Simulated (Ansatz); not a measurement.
I need a relaxed scan of one distance of AlFGeH₄, SMILES [F][AlH][GeH3]. Use Ansatz's Python interface. Use (for the species named): PBE0, def2-SVP basis, multiplicity 1.

```tsv
atom	x (Å)	y (Å)	z (Å)
F	-2.1688	-1.5141	0.6273
Al	-0.4579	-1.2988	0.2910
Ge	0.4185	0.9466	-0.0612
H	0.3136	-2.4684	-0.5300
H	0.0242	1.4615	-1.4594
H	-0.0935	1.9089	1.0501
H	2.0252	0.8962	0.0366
```

`relaxed_scan_alfgeh4.py`
```python
"""One bond of AlFGeH4 held at set lengths while the rest relaxes."""

import warnings

import ansatz as az
import numpy as np

warnings.simplefilter("ignore", az.DeckWarning)

system = (
    az.Crystal.molecule()
    .atom("F", (-2.1688, -1.5141, 0.6273))
    .atom("Al", (-0.4579, -1.2988, 0.291))
    .atom("Ge", (0.4185, 0.9466, -0.0612))
    .atom("H", (0.3136, -2.4684, -0.53))
    .atom("H", (0.0242, 1.4615, -1.4594))
    .atom("H", (-0.0935, 1.9089, 1.0501))
    .atom("H", (2.0252, 0.8962, 0.0366))
)

calc = (
    system.calculation()
    .basis(gaussian="def2-SVP")
    .functional("PBE0")
)
symbols = [site.symbol for site in system.cartesian_sites]
pairs = [(0, 1), (1, 2), (1, 3), (2, 4), (2, 5), (2, 6)]
print("held (A)   E (eV)        ", "  ".join(f"{symbols[i]}{i}-{symbols[j]}{j}" for i, j in pairs))
for length in [1.49, 1.62, 1.75, 1.95, 2.19]:
    data = calc.relax(constraints=[az.DistanceConstraint((1, 3), at=length)], force_tolerance=0.02, max_steps=60).run().report
    xyz = np.array(data["positions_ang"])
    print(f"{length:6.2f} {data['free_energy_ev']:14.5f}  ", "  ".join(f"{np.linalg.norm(xyz[i] - xyz[j]):.3f}" for i, j in pairs))
```

Running `python relaxed_scan_alfgeh4.py` prints:
```text
held (A)   E (eV)         F0-Al1  Al1-Ge2  Al1-H3  Ge2-H4  Ge2-H5  Ge2-H6
  1.49   -65874.49465   1.671  2.469  1.490  1.544  1.541  1.543
  1.62   -65874.55505   1.670  2.467  1.620  1.545  1.541  1.543
  1.75   -65874.41195   1.669  2.466  1.750  1.544  1.541  1.542
  1.95   -65873.98200   1.667  2.466  1.950  1.542  1.540  1.541
  2.19   -65873.33398   1.665  2.469  2.190  1.541  1.539  1.539
```

Reading the output:
- The settings weren't tested for convergence.
- The energies are electronic: no zero-point or thermal terms, and the basis set is short of its limit.
- The script silences the warnings on its input, which a real study should read.
- Wall time of the script: 110 s on 1 thread of Arm Neoverse V2, with other jobs on the host, peak memory 0.24 GiB.

(Lines on the test bed's own set-up are left out of the output.)
